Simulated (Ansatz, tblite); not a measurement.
**The cluster Cu₅H₆: rung by rung**

Aim: run the doublet of the cluster Cu₅H₆ at one geometry on many levels, and compare frontier levels, spin and run time.

The runs use Ansatz 0.2.0, Gaussian basis; as each input shows.

Plan: GFN1-xTB, GFN2-xTB, PBE-D4/def2-TZVP, r2SCAN-D4/def2-TZVP, BLYP-D4/def2-TZVP, PBE-D4/def2-SVP, PBE0-D4/def2-SVP, HF/STO-3G, MP2/def2-TZVP, RPA/def2-TZVP.

9 further runs of the same task are left out: 5 that didn't finish, 4 set aside as unsound or not needed. Runs told in other sessions of the task aren't counted.

## (1) The geometry

The geometry is that of the doublet, from an earlier relaxation (r2SCAN-D4/def2-SVP). At that level it is the lowest of the isomers that a small search found.

11 atoms, charge 0, spin multiplicity 2.

Bond lengths: Cu1–Cu2 2.328 Å, Cu1–Cu5 2.327 Å, Cu1–H7 1.596 Å, Cu1–H8 1.596 Å, Cu2–Cu3 2.342 Å, Cu2–Cu5 2.875 Å, Cu2–H7 1.682 Å, Cu2–H9 1.673 Å, Cu2–H10 1.763 Å, Cu3–Cu4 2.333 Å, Cu3–H6 1.636 Å, Cu3–H9 1.602 Å, Cu3–H10 1.886 Å, Cu4–Cu5 2.343 Å, Cu4–H6 1.638 Å, Cu4–H10 1.874 Å, Cu4–H11 1.603 Å, Cu5–H8 1.682 Å and more. Angles: Cu2–Cu1–Cu5 76.3°, Cu2–Cu1–H7 46.3°, Cu2–Cu1–H8 122.6°, Cu5–Cu1–H7 122.5°, Cu5–Cu1–H8 46.3°, H7–Cu1–H8 168.7°, Cu1–Cu2–Cu3 135.6°, Cu1–Cu2–Cu5 51.8°, Cu1–Cu2–H7 43.3°, Cu1–Cu2–H9 175.3°, Cu1–Cu2–H10 84.9°, Cu3–Cu2–Cu5 83.8°, Cu3–Cu2–H7 177.8°, Cu3–Cu2–H9 43.1°, Cu3–Cu2–H10 52.4°, Cu5–Cu2–H7 95.1°, Cu5–Cu2–H9 126.6°, Cu5–Cu2–H10 35.6° and more.

No spin-orbit coupling is included.

PBE0-D4/def2-TZVP was run before; its log isn't repeated, and its numbers join the tables.

## (2) GFN1-xTB

Tight binding, by tblite at 300 K electronic temperature and without a spin-polarisation term:

```python
tblite.interface.Calculator('GFN1-xTB', numbers, positions, charge=0, uhf=1).singlepoint()
```

Energy -703.3783 eV; 0.01 s.

## (3) GFN2-xTB

Tight binding, by tblite at 300 K electronic temperature and without a spin-polarisation term:

```python
tblite.interface.Calculator('GFN2-xTB', numbers, positions, charge=0, uhf=1).singlepoint()
```

Energy -616.3313 eV; 0.019 s.

## (4) PBE-D4/def2-TZVP

start.molden holds the orbitals of an earlier run on this state, given as this run's starting guess.

in.yaml

```yaml
crystal:
  periodic: [false, false, false]
  atoms:
    - {symbol: Cu, position_ang: [-2.187821, -0.867033, 0.590668]}
    - {symbol: Cu, position_ang: [0.023897, -1.523986, 0.283041]}
    - {symbol: Cu, position_ang: [2.017806, -0.455494, -0.325062]}
    - {symbol: Cu, position_ang: [1.095448, 1.673098, -0.572332]}
    - {symbol: Cu, position_ang: [-1.102559, 1.107114, 0.008146]}
    - {symbol: H, position_ang: [2.590822, 1.023149, -0.729168]}
    - {symbol: H, position_ang: [-1.434100, -2.271675, 0.662695]}
    - {symbol: H, position_ang: [-2.670043, 0.643055, 0.402809]}
    - {symbol: H, position_ang: [1.593187, -1.979752, -0.073732]}
    - {symbol: H, position_ang: [0.380255, 0.201603, 0.340574]}
    - {symbol: H, position_ang: [-0.306894, 2.449911, -0.587631]}
basis:
  gaussian: {orbitals: def2-TZVP, initial_orbitals: start.molden}
magnetization: {spin_polarized: true, initial_magnetization: 1}
hamiltonian: {xc: pbe, dispersion: d4}
scf: {omitted_lower_state_checks: [starts]}
output: {forces: true, orbitals: {seedname: orbitals}}
```

On the command line:

```console
ansatz run in.yaml --threads 4 --pin off --events-out ev --progress --plain --max-ram 4787MiB
```

The runs that follow: r2SCAN-D4/def2-TZVP; BLYP-D4/def2-TZVP; PBE-D4/def2-SVP; PBE0-D4/def2-SVP; HF/STO-3G; MP2/def2-TZVP; RPA/def2-TZVP.

**Question.** What will the summary of the whole plan be? Wanted: gap in def2-TZVP, named functionals, smallest and largest; correlation energy, MP2/def2-TZVP; binding an atom, functionals in def2-TZVP; ⟨S²⟩ in def2-TZVP, named functionals, smallest and largest; PBE0 total energy, smallest basis above largest.

As calculated:

```
                                                  quantity                                  value
 gap in def2-TZVP, named functionals, smallest and largest   0.32 eV (BLYP-D4), 2.02 eV (PBE0-D4)
                         correlation energy, MP2/def2-TZVP                              -61.72 eV
                 binding an atom, functionals in def2-TZVP  2.12 (PBE0-D4) to 2.35 eV (r2SCAN-D4)
⟨S²⟩ in def2-TZVP, named functionals, smallest and largest                           0.751, 0.756
           PBE0 total energy, smallest basis above largest         32.88 eV (def2-SVP, def2-TZVP)
```

In words: Orbital gaps of the named functionals in def2-TZVP span 0.32 eV (BLYP-D4) to 2.02 eV (PBE0-D4); exact exchange widens it. Over the named functionals in def2-TZVP spin contamination reaches 0.01 (PBE0-D4), which is small.
